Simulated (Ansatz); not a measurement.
# Si3SnO8: the band gap up the ladder of functionals

An exercise on one series of results from a longer session: the logs are not shown, and one member is left open.

Program: Ansatz 0.2.0. PAW datasets, plane waves. Values at 0 K without nuclear motion; spin polarisation is off, and the phase may be a hypothetical one.

### The structure to begin with

The cell was relaxed beforehand with r2SCAN.

The symmetry is Cmmm (No. 65, orthorhombic); a = 6.020 Å, b = 6.210 Å, c = 5.647 Å in the conventional setting, 8.80 Å³ an atom. Near Si stand 6 O at 1.78–1.83 Å; near Si stand 6 O at 1.76–1.90 Å; near O stand 2 Si at 1.76–1.78 Å and 1 Sn at 1.99 Å; near O stand 3 Si at 1.81–1.90 Å; near Sn stand 6 O at 1.99–2.02 Å.

As a file:

Space group Cmmm (No. 65). a = 6.020 Å, b = 6.210 Å, c = 5.647 Å, α = 90.00°, β = 90.00°, γ = 90.00°
| atom | site | symmetry | x | y | z |
| --- | --- | --- | --- | --- | --- |
| Si | 4l | mm2 | 0.5000 | 0.0000 | 0.2387 |
| Si | 2a | mmm | 0.0000 | 0.0000 | 0.0000 |
| O | 8o | .m. | 0.2043 | 0.0000 | 0.2227 |
| O | 4i | m2m | 0.5000 | 0.8058 | 0.0000 |
| Sn | 2d | mmm | 0.0000 | 0.0000 | 0.5000 |
| O | 4j | m2m | 0.5000 | 0.8250 | 0.5000 |

The first run:

The input, input.yaml:

```yaml
crystal:
  lattice:
    - [3.0101726037, -3.1048833811, 0.0]
    - [3.0101726037, 3.1048833811, 0.0]
    - [0.0, 0.0, 5.6471684312]
  atoms:
    - { symbol: Si, position: [0.5, 0.5, 0.2387198953] }
    - { symbol: Si, position: [0.0, 0.0, 0.0] }
    - { symbol: O, position: [0.204258482, 0.204258482, 0.2227292991] }
    - { symbol: O, position: [0.795741518, 0.795741518, 0.2227292991] }
    - { symbol: O, position: [0.6942356087, 0.3057643913, 0.0] }
    - { symbol: O, position: [0.3057643913, 0.6942356087, 0.0] }
    - { symbol: Si, position: [0.5, 0.5, 0.7612801047] }
    - { symbol: Sn, position: [0.0, 0.0, 0.5] }
    - { symbol: O, position: [0.204258482, 0.204258482, 0.7772707009] }
    - { symbol: O, position: [0.795741518, 0.795741518, 0.7772707009] }
    - { symbol: O, position: [0.6750482627, 0.3249517373, 0.5] }
    - { symbol: O, position: [0.3249517373, 0.6750482627, 0.5] }
kpoints:
  mp_grid: { grid: [6, 6, 4] }
  band_path:
    path:
      - [[0.0, 0.0, 0.0], [-0.5, 0.5, -2.202773572105e-18], [-0.4849807148667, 0.5150192851333, -2.202773572105e-18]]
      - [[0.4849807148667, 0.4849807148667, -5.471758784196e-34], [0.0, 0.0, 0.0], [-3.813244441895e-36, -9.995637187962e-36, 0.5], [0.4849807148667, 0.4849807148667, 0.5]]
      - [[-0.4849807148667, 0.5150192851333, 0.5], [-0.5, 0.5, 0.5], [-0.5, 0.5, -2.202773572105e-18]]
      - [[0.0, 0.0, 0.0], [9.064071436209e-18, 0.5, -1.101386786052e-18], [9.397714119582e-18, 0.5, 0.5], [-3.813244441895e-36, -9.995637187962e-36, 0.5], [-0.5, 0.5, 0.5]]
    npoints: 10
hamiltonian:
  xc: pbe
scf:
  occupations: { method: fermi_dirac, width: 0.02 }
  n_extra_bands: 7
output:
  forces: true
  stress: true
  eigenvalues: true
```

Among the steps run: PBE bands along the symmetry lines; r2SCAN at the same geometry; HSE06 at the same geometry; PBE+SOC; Single point with PBE0.

One of the session's tables, all rows but one given; the rest of the session is left out.

```
  level  gap (eV)
    PBE      3.55
 r2SCAN         ?
  HSE06      5.52
PBE+SOC      3.56
   PBE0      6.27
```

**Question.** Estimate the row for r2SCAN.

The run gave: gap (eV): 4.35. In the column «gap (eV)» it lies between PBE+SOC (3.56) and HSE06 (5.52).

Meshes: PBE 6×6×4, r2SCAN 6×6×4, HSE06 4×4×4, PBE+SOC 6×6×4, PBE0 4×4×4

PBE gives the least gap, 3.55 eV, and PBE0 the largest, 6.27 eV. Against HSE06, PBE is short by 1.97 eV, at 64 % of it, and r2SCAN 79 %. PBE0 lies 0.76 eV above HSE06, which differs from it by screening the long-range exchange.

To keep in mind: Warnings in the runs' records: stress scf threshold loose, stress exchange threshold loose.
